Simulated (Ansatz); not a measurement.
# H2SiTi: the cost of one run

The runs use Ansatz 0.2.0, Gaussian basis; def2-SVP, all electrons in the functionals, frozen cores in the correlation of double hybrids and RPA.

The runs, in order: wB97M-V, B2PLYP, at 2.040 Å; 2.251 Å; 2.493 Å; 2.708 Å; 3.046 Å; 3.417 Å; 4.070 Å; 4.717 Å; 5.599 Å; 6.886 Å; 8.593 Å.

12 further runs of the same task are left out: 1 for a mislabelled method, 10 that didn't finish, 1 set aside as unsound or not needed.

## 1. The system

The geometry derives from a PBE0/def2-TZVP stationary point (not a proven minimum). One bond is set to the value named and the two fragments are kept rigid.

4 atoms, charge 0, spin multiplicity 5.

Atoms are counted from 1 here; the program's logs count them from 0.

Bond lengths: Ti1–Si2 2.493 Å, Ti1–H3 1.742 Å, Ti1–H4 1.742 Å. Angles: Si2–Ti1–H3 118.7°, Si2–Ti1–H4 118.7°, H3–Ti1–H4 122.5°.

No dispersion term is added; wB97M-V holds VV10 nonlocal correlation.

The geometry shown and the zero of energy belong to the point 2.493 Å. The yardstick, UCCSD(T), and other wave-function levels (R restricted, U unrestricted, valence and pair active spaces) come from earlier runs.

## 2. wB97M-V, 2.040 Å

in.yaml

```yaml
crystal:
  periodic: [false, false, false]
  atoms:
    - {symbol: Ti, position_ang: [0.000000, 0.000000, 0.713189]}
    - {symbol: Si, position_ang: [0.000000, 0.000000, -1.326811]}
    - {symbol: H, position_ang: [0.000000, 1.527869, 1.550672]}
    - {symbol: H, position_ang: [0.000000, -1.527869, 1.550672]}
basis:
  gaussian: {orbitals: def2-SVP}
magnetization: {spin_polarized: true, initial_magnetization: 4}
hamiltonian: {xc: {name: wB97M-V}}
output: {forces: true, orbitals: {seedname: orbitals}}
```

The run is started by

```
ansatz run in.yaml --threads 1 --pin off --events-out ev --progress --plain --max-ram 2393MiB
```

What time and memory should one allow on 1 thread of Intel Xeon 6975P-C, shared host?

About 14 s, with a peak of 0.32 GiB.
